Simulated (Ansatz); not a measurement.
# OTa: the cost of one run

Computed with Ansatz 0.2.0, Gaussian basis. Level: def2-QZVPP, core rule «outside noble gas», up to 5 orbitals frozen.

Plan: UHF; ROHF; CCSD(T) on UHF.

### Step 1. What is computed

The geometry is a PBE0/def2-TZVP stationary point (not a proven minimum) of the parent state, kept for this charge and spin. No spin-orbit coupling is included. Elements past krypton take def2 core potentials.

2 atoms, charge 1, spin multiplicity 3.

Atoms are counted from 1 here; the program's logs count them from 0.

Bond lengths: Ta1–O2 1.864 Å.

### Step 2. UHF

Input file in.yaml:

```yaml
crystal:
  periodic: [false, false, false]
  atoms:
    - {symbol: Ta, position_ang: [0.000000, 0.000000, 0.000000]}
    - {symbol: O, position_ang: [0.000000, 0.000000, 1.864200]}
basis:
  gaussian: {orbitals: "def2-QZVPP.json"}
total_charge: 1
magnetization: {spin_polarized: true, initial_magnetization: 2}
hamiltonian: {xc: hf}
output: {orbitals: {seedname: orbitals}}
```

Command:

```bash
> ansatz run in.yaml --threads 1 --pin off --events-out ev --progress --plain --max-ram 4096MiB --backend cpu
```

What time and memory should one allow on 1 thread of AMD EPYC 7R13, shared host?

About 23 s, with a peak of 0.31 GiB.
